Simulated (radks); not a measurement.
# Cr³⁺ in [Ar] 3d2.5 4d0.5: an all-electron calculation

Wanted: eigenvalues, radial structure and energy terms of the chromium ion Cr3+.

Program: radks (a radial shooting solver on a logarithmic mesh, Libxc functionals) version 1. Level of theory: scalar-relativistic Kohn-Sham, SOGGA, spin-unpolarised, spherical densities, point nucleus. These are calculated values, not measurements, unless marked.

## (1) What is computed

* element: chromium (Z = 24)
* charge: +3
* electrons: 21
* configuration: [Ar] 3d2.5 4d0.5

## (2) The calculation

The run's settings:

```text
Z 24
configuration [Ar] 3d2.5 4d0.5
relativity scalar-relativistic
functional sogga,pbe
spin unpolarised
nucleus point
c 137.035999084
```

On the command line:

```sh
$ python run_ks.py task.json out
```

All runs below come from this command, one after another.

**Question.** What will this run give?

As calculated:

| quantity | value |
| --- | --- |
| total energy | -1046.83903 hartree |
| exchange-correlation share of it | 4.40 % |
| −T/E | 1.0102 |
| highest occupied level | 4d, -15.712 eV |
| most extended occupied level | 4d, <r> = 3.59 bohr |
| radius at density 0.001 e/bohr³ | 3.68 bohr |
| maxima of the radial density | 3 |

What this shows: The radial density shows 3 maxima for 4 occupied principal shells; where shells overlap, one shows as a shoulder or not at all. Relativity lifts −T/E to 1.010. This is not the tabulated ground configuration, so its levels and sizes aren't those of the ground state, and no measured value stands beside it.
